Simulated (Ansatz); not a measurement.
Y₃Ga, space group Pm-3m, an equation of state with a fit

Program: the Ansatz DFT code, driven from Python.

Notebook, run cell by cell (the value of a cell's last expression is shown):

In [1]:
```python
import ansatz as az
import numpy as np
```

In [2]:
```python
XC = 'PBEsol'
CUTOFF = 320
SMEARING = 'fermi_dirac'
SIGMA = 0.15
KGRID = (5, 5, 5)
```

In [3]:
```python
vectors0 = np.array([
    [4.75708, 0.0, 0.0],
    [0.0, 4.75708, 0.0],
    [0.0, 0.0, 4.75708],
])
sites = [
    ('Y', [0.5, 0.0, 0.5]),
    ('Y', [0.5, 0.5, 0.0]),
    ('Y', [0.0, 0.5, 0.5]),
    ('Ga', [0.0, 0.0, 0.0]),
]
```

In [4]:
```python
def crystal_on(cell):
    crystal = az.Crystal(lattice=az.Lattice.of(cell))
    for symbol, position in sites:
        crystal = crystal.atom(symbol, position)
    return crystal
```

In [5]:
```python
# uniform scaling of the cell
volumes, energies, pressures = [], [], []
for scale in np.linspace(0.88, 1.12, 7):
    cell = vectors0 * scale ** (1 / 3)
    calculation = (
        crystal_on(cell).calculation()
        .functional(XC)
        .pseudopotentials('paw')
        .basis(CUTOFF)
        .occupations(SMEARING, width=SIGMA)
        .kpoints(*KGRID)
        .stress()
    )
    rep = calculation.run().report
    volumes.append(abs(np.linalg.det(cell)) / len(sites))
    energies.append(rep['free_energy_ev'] / len(sites))
    pressures.append(np.trace(rep['stress_gpa']) / 3)
    print(f'V = {volumes[-1]:8.4f} A^3/atom  F = {energies[-1]:.5f} eV/atom  P = {pressures[-1]:8.3f} GPa')
```
```text
DeckWarning: basis.ecutwfc = 320 eV is below the records' recommended 420 eV, and the density's cutoff is lower with it unless basis.ecutrho_ratio is high enough to keep the records' density cutoff: compare with a run at a higher cutoff
V =  23.6834 A^3/atom  F = -3782.38424 eV/atom  P =    4.295 GPa
V =  24.7599 A^3/atom  F = -3782.40358 eV/atom  P =    1.518 GPa
V =  25.8364 A^3/atom  F = -3782.40604 eV/atom  P =   -0.760 GPa
V =  26.9130 A^3/atom  F = -3782.39415 eV/atom  P =   -2.625 GPa
V =  27.9895 A^3/atom  F = -3782.37145 eV/atom  P =   -4.155 GPa
V =  29.0660 A^3/atom  F = -3782.33923 eV/atom  P =   -5.411 GPa
V =  30.1425 A^3/atom  F = -3782.29914 eV/atom  P =   -6.441 GPa
```

In [6]:
```python
# third-order Birch-Murnaghan: a cubic in V^(-2/3)
x = np.array(volumes) ** (-2 / 3)
poly = np.polynomial.Polynomial.fit(x, energies, 3).convert()
roots = poly.deriv().roots()
x0 = min((r.real for r in roots if abs(r.imag) < 1e-9 and poly.deriv(2)(r.real) > 0), key=lambda r: abs(r - x.mean()))
v0 = x0 ** -1.5
b0 = 4 / 9 * poly.deriv(2)(x0) * v0 ** (-7 / 3) * 160.21766
b1 = 4 + 2 / 3 * x0 * poly.deriv(3)(x0) / poly.deriv(2)(x0)
print(f'V0 = {v0:.4f} A^3/atom, B0 = {b0:.1f} GPa, dB/dP = {b1:.2f}')
```
```text
V0 = 25.4557 A^3/atom, B0 = 52.3 GPa, dB/dP = 3.74
```

A third-order Birch-Murnaghan fit through the 7 points has its minimum at 25.46 Å³ an atom, 5.4 % below the typed cell, with a bulk modulus of 52 GPa. From that minimum the energy rises by 22.6 meV an atom on the compressed side and 107.7 meV on the expanded side.

Caveats:
- These settings explore the input space; cutoff and mesh may be short of convergence.
- The cutoff lies under the one recommended for these potentials.
- Spin is left out of this run.
- Under the recommended cutoff a pressure can be off by several GPa, even in sign.
- For a metal this k-point mesh is coarse: on a finer one energies can move by several to tens of meV an atom and pressures by half a GPa or more, differences at one mesh by less.
- A Fermi-Dirac width this large means warm electrons, whose thermal share enters the free energy.
- Pressure is positive in compression.
- This cell is a computed structure, which may not be the phase found in nature.
- Warnings are shown shortened and without file and line.
- The whole script took 4.4 s on 1 thread of AMD EPYC 9R45 96-Core Processor (Zen 5), with other jobs on the host, peak memory 0.43 GiB.

(Lines on the test bed's own set-up are left out of the output.)
